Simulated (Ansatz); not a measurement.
LiY3, space group Pm-3m: relaxations under a series of pressures, run with Ansatz 0.2.0, Python API.

Contents of `liy3.xyz`:
```text
4
Lattice="4.919707 0.0 0.0 0.0 4.919707 0.0 0.0 0.0 4.919707" Properties=species:S:1:pos:R:3 pbc="T T T"
Li    0.00000000    0.00000000    0.00000000
Y     2.45985350    2.45985350    0.00000000
Y     2.45985350    0.00000000    2.45985350
Y     0.00000000    2.45985350    2.45985350
```

The script, `run_compress.py`:
```python
# -*- coding: utf-8 -*-
'''Cell of LiY3 under pressure.'''

import ansatz as az
import numpy as np

def edges_and_angles(cell):
    cell = np.asarray(cell)
    a, b, c = np.linalg.norm(cell, axis=1)
    cosines = cell[1] @ cell[2] / (b * c), cell[0] @ cell[2] / (a * c), cell[0] @ cell[1] / (a * b)
    return (a, b, c, *np.degrees(np.arccos(cosines)))

cell = az.Crystal.from_extxyz('liy3.xyz')

calculation = (
    cell.calculation()
    .functional('PBE')
    .pseudopotentials('paw')
    .kpoints(spacing=0.29)
    .occupations('fermi_dirac', width=0.1)
)

# H = F + PV, with 1 GPa A^3 = 1/160.21766 eV
rows = []
for pressure in [0, 2, 4, 6, 8]:
    out = calculation.relax(cell=True, pressure=pressure).run(threads=1)
    cell = out.lattice.cell_ang
    n_atoms = len(out.lattice.sites)
    volume = abs(np.linalg.det(cell)) / n_atoms
    enthalpy = out.report['free_energy_ev'] / n_atoms + pressure * volume / 160.21766
    rows.append((pressure, volume, enthalpy, *edges_and_angles(cell)))
    print(f'{pressure} GPa done: {volume:.4f} A^3/atom')

print(' P (GPa)  V (A^3/atom)  H (eV/atom)     a       b       c')
for row in rows:
    print('{:8.1f} {:12.4f} {:14.5f} {:7.4f} {:7.4f} {:7.4f}'.format(*row[:6]))
p, v = np.array([row[0] for row in rows], float), np.array([row[1] for row in rows])
print('mean bulk modulus between rows (GPa):', np.round(-np.diff(p) / np.diff(np.log(v)), 1))
```

From its runs, with one value withheld:

| P (GPa) | relaxed V (Å³/atom) |
| --- | --- |
| 0 | 29.979 |
| 2 | ? |
| 4 | 26.849 |
| 6 | 25.700 |
| 8 | 24.711 |

What volume does the cell relax to at 2 GPa?

Murnaghan's form V = V0 (1 + B' P / B0)^(-1/B') through the 4 rows shown gives V0 = 29.978 Å³, B0 = 30.8 GPa and B' = 2.94, and so 28.247 Å³ an atom at 2 GPa. The run gave 28.252 Å³, 0.02 % away.

At a fixed pressure a relaxation lowers the enthalpy F + PV, while F alone can rise. The mesh is modest for a metal, so energies can be off by several to tens of meV an atom and pressures by half a GPa or more; differences at equal mesh fare better. The structure comes from a database of computed cells and needn't be a stable or known phase. Symmetry holds the cell in this phase, whether or not it is the stable one at each pressure. Finished in 32 s on 1 thread of Intel(R) Xeon(R) Processor @ 2.30GHz, with other jobs on the host, peak memory 0.56 GiB.
